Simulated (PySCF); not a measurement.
# C2H2AlCl (SMILES C#[C][AlH][Cl]): a chain of runs

We compute a structure relaxation (HF/jun-cc-pV(D+d)Z), then vibrational wavenumbers, then the energy (DF-CCSD(T)/6-31+G**), then the excited states (ADC(2)/STO-6G) of C2H2AlCl. Input form: a Python script.

The calculation is run with PySCF 2.14.0.

### 1 The system as given

C2H2AlCl has 6 atoms, charge 0, and is taken as a singlet. SMILES: `C#[C][AlH][Cl]`. The shape comes from a force field and isn't a relaxed structure. The run starts from this shape.

Bond lengths: C1–C2 1.182 Å, C2–Al3 1.931 Å, Al3–Cl4 2.149 Å, C1–H5 1.098 Å, Al3–H6 1.625 Å. Angles: C1–C2–Al3 177.6°, C2–Al3–Cl4 121.2°, C2–C1–H5 174.1°, C2–Al3–H6 118.9°, Cl4–Al3–H6 119.9°.

### 2 A structure relaxation at HF/jun-cc-pV(D+d)Z (run 1)

input.xyz reads:

```xyz
6
C2H2AlCl
C      0.316400     0.888400    -1.638800
C      0.129800     0.373900    -0.590900
Al    -0.116100    -0.518400     1.103300
Cl    -1.168800    -2.387400     1.233200
H      0.387900     1.414800    -2.599500
H      0.492900     0.164600     2.446600
```

input.py reads:

```python
from pyscf import gto, scf
from pyscf.geomopt.geometric_solver import kernel as optimise

mol = gto.Mole()
mol.atom = 'input.xyz'
mol.verbose = 3
mol.basis = 'jun-cc-pv(d+d)z'
mol.charge = 0
mol.max_memory = 1860
mol.build()

mf = scf.RHF(mol)
converged, mol_eq = optimise(mf, maxsteps=100)
print('converged:', converged)
print(mol_eq.tostring())

mf.reset(mol_eq)
mol = mol_eq
mf.kernel()
e_tot = mf.e_tot
print('Final energy', e_tot)
```

The run is started by

```sh
OMP_NUM_THREADS=1 python input.py
```

Output:

```text
maxiter                   100
----------------------------------------------------------
Custom engine selected.
Bonds will be generated from interatomic distances less than 1.20 times sum of covalent radii
18 internal coordinates being used (instead of 18 Cartesians)
Internal coordinate system (atoms numbered from 1):
Distance 1-2
Distance 1-5
Distance 2-3
Distance 3-4
Distance 3-6
Angle 2-3-6
Angle 4-3-6
LinearAngleX 2-1-5
LinearAngleY 2-1-5
LinearAngleX 1-2-3
LinearAngleY 1-2-3
Out-of-Plane 3-2-4-6
Translation-X 1-6
Translation-Y 1-6
Translation-Z 1-6
Rotation-A 1-6
Rotation-B 1-6
Rotation-C 1-6
> ===== Optimization Info: ====
> Job type: Energy minimization
> Maximum number of optimization cycles: 100
> Initial / maximum trust radius (Angstrom): 0.100 / 0.300
> Convergence Criteria:
> Will converge when all 5 criteria are reached:
>  |Delta-E| < 1.00e-06
>  RMS-Grad  < 3.00e-04
>  Max-Grad  < 4.50e-04
>  RMS-Disp  < 1.20e-03
>  Max-Disp  < 1.80e-03
> === End Optimization Info ===

Geometry optimization cycle 1
Cartesian coordinates (Angstrom)
 Atom        New coordinates             dX        dY        dZ
   C   0.316400   0.888400  -1.638800    0.000000  0.000000  0.000000
   C   0.129800   0.373900  -0.590900    0.000000  0.000000  0.000000
  Al  -0.116100  -0.518400   1.103300    0.000000  0.000000  0.000000
  Cl  -1.168800  -2.387400   1.233200    0.000000  0.000000  0.000000
   H   0.387900   1.414800  -2.599500    0.000000  0.000000  0.000000
   H   0.492900   0.164600   2.446600   -0.000000  0.000000  0.000000

WARN: Mole.unit (angstrom) is changed to Bohr

converged SCF energy = -778.353847164833
--------------- RHF_Scanner gradients ---------------
         x                y                z
0 C    -0.0034349967    -0.0404512731     0.0705228327
1 C     0.0088969996     0.0345072291    -0.0562917987
2 Al    -0.0041766549    -0.0047480772    -0.0076332795
3 Cl    -0.0065902918    -0.0120943490     0.0016367022
4 H    -0.0022855276     0.0134205377    -0.0212151909
5 H     0.0075904713     0.0093659325     0.0129807343
----------------------------------------------
cycle 1: E = -778.353847165  dE = -778.354  norm(grad) = 0.110906
Step    0 : Gradient = 4.528e-02/8.137e-02 (rms/max) Energy = -778.3538471648
Hessian Eigenvalues: 4.50000e-02 5.00000e-02 5.00000e-02 ... 2.50000e-01 3.39272e-01 1.14295e+00

Geometry optimization cycle 2
Cartesian coordinates (Angstrom)
 Atom        New coordinates             dX        dY        dZ
   C   0.281850   0.876653  -1.638260   -0.034550 -0.011747  0.000540
   C   0.117081   0.364195  -0.556477   -0.012719 -0.009705  0.034423
  Al  -0.077211  -0.477427   1.137224    0.038889  0.040973  0.033924
  Cl  -1.136914  -2.308434   1.139154    0.031886  0.078966 -0.094046
   H   0.381519   1.350895  -2.579912   -0.006381 -0.063905  0.019588
   H   0.475775   0.130019   2.452171   -0.017125 -0.034581  0.005571
converged SCF energy = -778.358245132675
--------------- RHF_Scanner gradients ---------------
         x                y                z
0 C     0.0046198403     0.0031383310    -0.0118642169
1 C    -0.0035589618    -0.0026809980     0.0074935665
2 Al     0.0033038806     0.0026434213     0.0035355718
3 Cl    -0.0014734372    -0.0015736721    -0.0018926581
4 H    -0.0021442410    -0.0016431943     0.0055077224
5 H    -0.0007470809     0.0001161120    -0.0027799856
----------------------------------------------
cycle 2: E = -778.358245133  dE = -0.00439797  norm(grad) = 0.0182353
Step    1 : Displace = 6.981e-02/1.269e-01 (rms/max) Trust = 1.000e-01 (=) Grad = 7.445e-03/1.311e-02 (rms/max) E (change) = -778.3582451327 (-4.398e-03) Quality = 0.885
Hessian Eigenvalues: 4.50777e-02 5.00000e-02 5.00000e-02 ... 2.50075e-01 3.63960e-01 1.17989e+00

Geometry optimization cycle 3
Cartesian coordinates (Angstrom)
 Atom        New coordinates             dX        dY        dZ
   C   0.282074   0.896897  -1.642290    0.000224  0.020244 -0.004030
   C   0.103188   0.372475  -0.569978   -0.013892  0.008279 -0.013501
  Al  -0.116369  -0.482700   1.116831   -0.039158 -0.005273 -0.020393
  Cl  -1.124381  -2.333207   1.209428    0.012533 -0.024773  0.070274
   H   0.416546   1.372211  -2.585742    0.035027  0.021316 -0.005830
   H   0.481041   0.110224   2.425650    0.005266 -0.019795 -0.026520
converged SCF energy = -778.358493085681
--------------- RHF_Scanner gradients ---------------
         x                y                z
0 C     0.0023497401     0.0006777867    -0.0045276163
1 C    -0.0003839319    -0.0001415225     0.0044429703
2 Al    -0.0018470137     0.0006456063     0.0003954359
3 Cl     0.0003304098    -0.0008175239     0.0003639990
4 H    -0.0009474490     0.0000847834     0.0007222089
5 H     0.0004982447    -0.0004491299    -0.0013969977
----------------------------------------------
cycle 3: E = -778.358493086  dE = -0.000247953  norm(grad) = 0.00742361
Step    2 : Displace = 4.357e-02/7.581e-02 (rms/max) Trust = 1.414e-01 (+) Grad = 3.031e-03/5.146e-03 (rms/max) E (change) = -778.3584930857 (-2.480e-04) Quality = 0.709
Hessian Eigenvalues: 4.99994e-02 5.00000e-02 5.00000e-02 ... 2.64496e-01 3.56633e-01 1.12075e+00

Geometry optimization cycle 4
Cartesian coordinates (Angstrom)
 Atom        New coordinates             dX        dY        dZ
   C   0.274138   0.901274  -1.643320   -0.007936  0.004377 -0.001030
   C   0.115188   0.362306  -0.577767    0.011999 -0.010169 -0.007789
  Al  -0.075545  -0.506957   1.107530    0.040824 -0.024258 -0.009301
  Cl  -1.138972  -2.321320   1.217890   -0.014591  0.011886  0.008462
   H   0.409394   1.382469  -2.588174   -0.007152  0.010258 -0.002432
   H   0.457897   0.118129   2.437741   -0.023145  0.007905  0.012091
converged SCF energy = -778.358473979487
--------------- RHF_Scanner gradients ---------------
         x                y                z
0 C    -0.0002220975    -0.0023832162     0.0033815411
1 C    -0.0006852674     0.0029269476    -0.0009963043
2 Al     0.0016028463    -0.0036458938    -0.0018151521
3 Cl    -0.0003387006     0.0008922554     0.0007490390
4 H     0.0003278400     0.0011780769    -0.0023506978
5 H    -0.0006846207     0.0010318301     0.0010315741
----------------------------------------------
cycle 4: E = -778.358473979  dE = 1.91062e-05  norm(grad) = 0.00757892
Step    3 : Displace = 2.603e-02/4.830e-02 (rms/max) Trust = 1.414e-01 (=) Grad = 3.094e-03/4.377e-03 (rms/max) E (change) = -778.3584739795 (+1.911e-05) Quality = -0.115
Hessian Eigenvalues: 4.99989e-02 5.00000e-02 5.00000e-02 ... 2.51850e-01 3.65171e-01 1.11860e+00

Geometry optimization cycle 5
Cartesian coordinates (Angstrom)
 Atom        New coordinates             dX        dY        dZ
   C   0.272557   0.897181  -1.642831   -0.001581 -0.004093  0.000489
   C   0.111281   0.362823  -0.575049   -0.003907  0.000517  0.002718
  Al  -0.085359  -0.493607   1.115157   -0.009814  0.013350  0.007627
  Cl  -1.133074  -2.319284   1.200585    0.005897  0.002036 -0.017305
   H   0.409665   1.373364  -2.587517    0.000271 -0.009105  0.000657
   H   0.467030   0.115423   2.443555    0.009134 -0.002706  0.005814
converged SCF energy = -778.358595442875
--------------- RHF_Scanner gradients ---------------
         x                y                z
0 C     0.0000949163    -0.0013471693     0.0013034014
1 C    -0.0005772744     0.0016418956    -0.0005840622
2 Al     0.0006122326    -0.0018817047    -0.0008322103
3 Cl    -0.0000537296     0.0005651261     0.0001508330
4 H     0.0000782303     0.0004468562    -0.0007285487
5 H    -0.0001543751     0.0005749962     0.0006905869
----------------------------------------------
cycle 5: E = -778.358595443  dE = -0.000121463  norm(grad) = 0.00366253
Step    4 : Displace = 1.239e-02/1.842e-02 (rms/max) Trust = 1.301e-02 (-) Grad = 1.495e-03/2.147e-03 (rms/max) E (change) = -778.3585954429 (-1.215e-04) Quality = 1.003
Hessian Eigenvalues: 4.99988e-02 5.00000e-02 5.00000e-02 ... 2.50841e-01 3.55687e-01 1.10168e+00

Geometry optimization cycle 6
Cartesian coordinates (Angstrom)
 Atom        New coordinates             dX        dY        dZ
   C   0.272465   0.896800  -1.642462   -0.000092 -0.000381  0.000368
   C   0.109702   0.361501  -0.574829   -0.001579 -0.001322  0.000219
  Al  -0.094967  -0.485541   1.118156   -0.009609  0.008066  0.003000
  Cl  -1.128996  -2.320753   1.198040    0.004078 -0.001469 -0.002545
   H   0.411840   1.371401  -2.586176    0.002175 -0.001962  0.001341
   H   0.472056   0.112492   2.441172    0.005026 -0.002932 -0.002383
converged SCF energy = -778.358624139123
--------------- RHF_Scanner gradients ---------------
         x                y                z
0 C     0.0003112166    -0.0002402310    -0.0005985255
1 C    -0.0003255201     0.0004448981     0.0005068060
2 Al     0.0000002463    -0.0001217294     0.0001438971
3 Cl     0.0001072986     0.0000801938    -0.0000134357
4 H    -0.0000567093    -0.0000364058     0.0002226509
5 H    -0.0000365320    -0.0001267256    -0.0002613928
----------------------------------------------
cycle 6: E = -778.358624139  dE = -2.86962e-05  norm(grad) = 0.00112563
Step    5 : Displace = 6.404e-03/1.288e-02 (rms/max) Trust = 1.840e-02 (+) Grad = 4.595e-04/7.488e-04 (rms/max) E (change) = -778.3586241391 (-2.870e-05) Quality = 0.980
Hessian Eigenvalues: 4.99965e-02 5.00000e-02 5.00000e-02 ... 2.52218e-01 3.70371e-01 1.10926e+00

Geometry optimization cycle 7
Cartesian coordinates (Angstrom)
 Atom        New coordinates             dX        dY        dZ
   C   0.272054   0.896869  -1.642493   -0.000411  0.000069 -0.000031
   C   0.111370   0.358762  -0.576116    0.001668 -0.002739 -0.001287
  Al  -0.094145  -0.485599   1.118185    0.000823 -0.000058  0.000028
  Cl  -1.129726  -2.320255   1.197729   -0.000730  0.000498 -0.000311
   H   0.410926   1.372728  -2.585917   -0.000913  0.001327  0.000259
   H   0.471621   0.113395   2.442514   -0.000436  0.000903  0.001342
converged SCF energy = -778.358628603609
--------------- RHF_Scanner gradients ---------------
         x                y                z
0 C     0.0001358994    -0.0003505855    -0.0000992206
1 C    -0.0002530976     0.0004144092     0.0001070329
2 Al    -0.0000155753    -0.0000895867    -0.0000194657
3 Cl     0.0000608366     0.0000274325    -0.0000529367
4 H     0.0000156516     0.0000266279     0.0000342393
5 H     0.0000562853    -0.0000282974     0.0000303508
----------------------------------------------
cycle 7: E = -778.358628604  dE = -4.46449e-06  norm(grad) = 0.000649147
Step    6 : Displace = 1.786e-03/3.455e-03 (rms/max) Trust = 2.603e-02 (+) Grad = 2.650e-04/4.972e-04 (rms/max) E (change) = -778.3586286036 (-4.464e-06) Quality = 1.601
Hessian Eigenvalues: 4.44674e-02 5.00000e-02 5.00000e-02 ... 2.95004e-01 3.62941e-01 1.14208e+00

Geometry optimization cycle 8
Cartesian coordinates (Angstrom)
 Atom        New coordinates             dX        dY        dZ
   C   0.272548   0.898270  -1.642477    0.000494  0.001400  0.000016
   C   0.118036   0.349474  -0.580710    0.006666 -0.009287 -0.004594
  Al  -0.092084  -0.488156   1.116264    0.002061 -0.002557 -0.001920
  Cl  -1.132846  -2.320364   1.203373   -0.003120 -0.000109  0.005644
   H   0.408041   1.380023  -2.583355   -0.002886  0.007295  0.002563
   H   0.468405   0.116652   2.440805   -0.003215  0.003258 -0.001709
converged SCF energy = -778.358636294445
--------------- RHF_Scanner gradients ---------------
         x                y                z
0 C    -0.0000719641    -0.0000678282     0.0001072677
1 C    -0.0000795968     0.0001270260    -0.0001515943
2 Al     0.0001399597     0.0001179916    -0.0002071039
3 Cl    -0.0000850122    -0.0001391953     0.0000089039
4 H     0.0000641848    -0.0000575008     0.0000364083
5 H     0.0000324286     0.0000195066     0.0002061182
----------------------------------------------
cycle 8: E = -778.358636294  dE = -7.69084e-06  norm(grad) = 0.000471689
Step    7 : Displace = 7.094e-03/1.232e-02 (rms/max) Trust = 3.681e-02 (+) Grad = 1.926e-04/2.764e-04 (rms/max) E (change) = -778.3586362944 (-7.691e-06) Quality = 1.196
Hessian Eigenvalues: 3.57041e-02 5.00000e-02 5.00000e-02 ... 2.88478e-01 3.62859e-01 1.14299e+00

Geometry optimization cycle 9
Cartesian coordinates (Angstrom)
 Atom        New coordinates             dX        dY        dZ
   C   0.273310   0.898406  -1.642276    0.000762  0.000136  0.000201
   C   0.120622   0.346094  -0.581998    0.002587 -0.003380 -0.001288
  Al  -0.092058  -0.489144   1.115833    0.000027 -0.000988 -0.000431
  Cl  -1.133822  -2.320436   1.205408   -0.000976 -0.000072  0.002035
   H   0.406641   1.382932  -2.582200   -0.001400  0.002909  0.001155
   H   0.467407   0.118048   2.439133   -0.000999  0.001395 -0.001671
converged SCF energy = -778.358637427573
--------------- RHF_Scanner gradients ---------------
         x                y                z
0 C    -0.0000454141    -0.0000131287     0.0001226205
1 C    -0.0000369125    -0.0000176477    -0.0000572091
2 Al     0.0001084035     0.0001421731    -0.0000751869
3 Cl    -0.0000564512    -0.0000941512     0.0000143535
4 H     0.0000405744     0.0000058803    -0.0000692923
5 H    -0.0000102001    -0.0000231258     0.0000647143
----------------------------------------------
cycle 9: E = -778.358637428  dE = -1.13313e-06  norm(grad) = 0.000288793
Step    8 : Displace = 2.713e-03/4.448e-03 (rms/max) Trust = 5.205e-02 (+) Grad = 1.179e-04/1.940e-04 (rms/max) E (change) = -778.3586374276 (-1.133e-06) Quality = 1.249
Hessian Eigenvalues: 3.56054e-02 5.00000e-02 5.00000e-02 ... 2.78164e-01 3.71326e-01 1.13680e+00

Geometry optimization cycle 10
Cartesian coordinates (Angstrom)
 Atom        New coordinates             dX        dY        dZ
   C   0.273778   0.898308  -1.642192    0.000467 -0.000099  0.000084
   C   0.121508   0.345134  -0.582268    0.000885 -0.000961 -0.000271
  Al  -0.092279  -0.489681   1.115694   -0.000221 -0.000537 -0.000139
  Cl  -1.134163  -2.320527   1.206017   -0.000340 -0.000091  0.000609
   H   0.406047   1.383891  -2.581607   -0.000594  0.000960  0.000593
   H   0.467209   0.118776   2.438257   -0.000198  0.000728 -0.000876
converged SCF energy = -778.358637640065
--------------- RHF_Scanner gradients ---------------
         x                y                z
0 C     0.0000176079     0.0000348700    -0.0000131928
1 C    -0.0000237129    -0.0000312790     0.0000011907
2 Al     0.0000338935     0.0000528962    -0.0000201162
3 Cl    -0.0000154922    -0.0000282471     0.0000111756
4 H    -0.0000041649    -0.0000139333     0.0000098722
5 H    -0.0000081314    -0.0000143068     0.0000110706
----------------------------------------------
cycle 10: E = -778.35863764  dE = -2.12493e-07  norm(grad) = 9.72555e-05
Step    9 : Displace = 9.857e-04/1.334e-03 (rms/max) Trust = 7.361e-02 (+) Grad = 3.970e-05/6.597e-05 (rms/max) E (change) = -778.3586376401 (-2.125e-07) Quality = 1.158
Hessian Eigenvalues: 3.56054e-02 5.00000e-02 5.00000e-02 ... 2.78164e-01 3.71326e-01 1.13680e+00
Converged! =D

converged: True
C           0.27377762        0.89830762       -1.64219249
C           0.12150793        0.34513371       -0.58226846
Al         -0.09227873       -0.48968139        1.11569353
Cl         -1.13416257       -2.32052707        1.20601678
H           0.40604703        1.38389118       -2.58160650
H           0.46720872        0.11877595        2.43825714
converged SCF energy = -778.358637640075
Final energy -778.3586376400748
```

Run time: 2 min. Hardware: 1 thread of AMD EPYC 7R43 (Zen 3), shared host; peak memory 0.24 GiB.

Steps, from the record of the run:

```csv
step,energy from the first frame kept (eV),largest force (eV/Å)
0,0.0000,4.1844
1,-0.1197,0.6743
2,-0.1264,0.2646
3,-0.1259,0.2251
4,-0.1292,0.1104
5,-0.1300,0.0385
6,-0.1301,0.0256
7,-0.1303,0.0142
8,-0.1303,0.0100
9,-0.1304,0.0034
```

After the run. Bond lengths: C1–C2 1.205 Å, C2–Al3 1.904 Å, Al3–Cl4 2.108 Å, C1–H5 1.066 Å, Al3–H6 1.560 Å. Angles: C1–C2–Al3 178.4°, C2–Al3–Cl4 118.3°, C2–C1–H5 179.7°, C2–Al3–H6 123.0°, Cl4–Al3–H6 118.7°.

### 3 Vibrational wavenumbers at HF/jun-cc-pV(D+d)Z (run 2)

start.xyz reads:

```xyz
6
C2H2AlCl
C      0.692798     1.791618    -2.162112
C      0.540528     1.238444    -1.102188
Al     0.326741     0.403629     0.595774
Cl    -0.715143    -1.427217     0.686097
H      0.825067     2.277201    -3.101527
H      0.886229     1.012086     1.918337
```

run.py reads:

```python
import numpy
from pyscf import gto, symm
from pyscf.hessian import thermo

mol = gto.M(
    atom='start.xyz',
    spin=0,
    basis='jun-cc-pv(d+d)z',
    max_memory=1860,
    charge=0,
    verbose=3,
)

calc0 = mol.RHF()
calc0.kernel()

e_final = calc0.e_tot
print('Final energy', e_final)
hess = calc0.Hessian().kernel()
modes = thermo.harmonic_analysis(mol, hess)
print('frequencies (1/cm)', numpy.round(modes['freq_wavenumber'], 1))
symm.geom.TOLERANCE = 1e-3  # for the symmetry number
th = thermo.thermo(calc0, modes['freq_au'], 1200, 101325)
thermo.dump_thermo(mol, th)
```

The run is started by

```sh
OMP_NUM_THREADS=1 python run.py
```

Output:

```text
converged SCF energy = -778.35863764006
Final energy -778.3586376400602
frequencies (1/cm) [ 116.6  206.9  304.7  506.   514.4  629.8  718.5  826.9  864.7 2073.7
 2269.9 3612.8]
temperature 1200.0000 [K]
pressure 101325.00 [Pa]
Rotational constants [GHz] 14.99530 2.03527 1.79204
Symmetry number 1
Zero-point energy (ZPE) 0.02881 [Eh]   75632.866 [J/mol]
                           tot       elec      trans        rot        vib
Entropy [J/mol/K]       449.981      0.000    193.596    126.893    129.492
Cv [J/mol/K]            108.717      0.000     12.472     12.472     83.774
Cp [J/mol/K]            117.032      0.000     20.786     12.472     83.774
Internal energy [J/mol]                     14966.028  14966.028 145683.112
Internal energy [Eh]   -778.29175  -778.35864
Enthalpy [J/mol]                            24943.380  14966.028 145683.112
Enthalpy [Eh]          -778.28795
Gibbs free energy [J/mol]                  -207372.355 -137305.208  -9707.265
Gibbs free energy [Eh] -778.49362
```

It took 2 min on 1 thread of AMD EPYC 7R43 (Zen 3), shared host; peak memory 0.22 GiB.

(Part 1 of 2 ends here.)
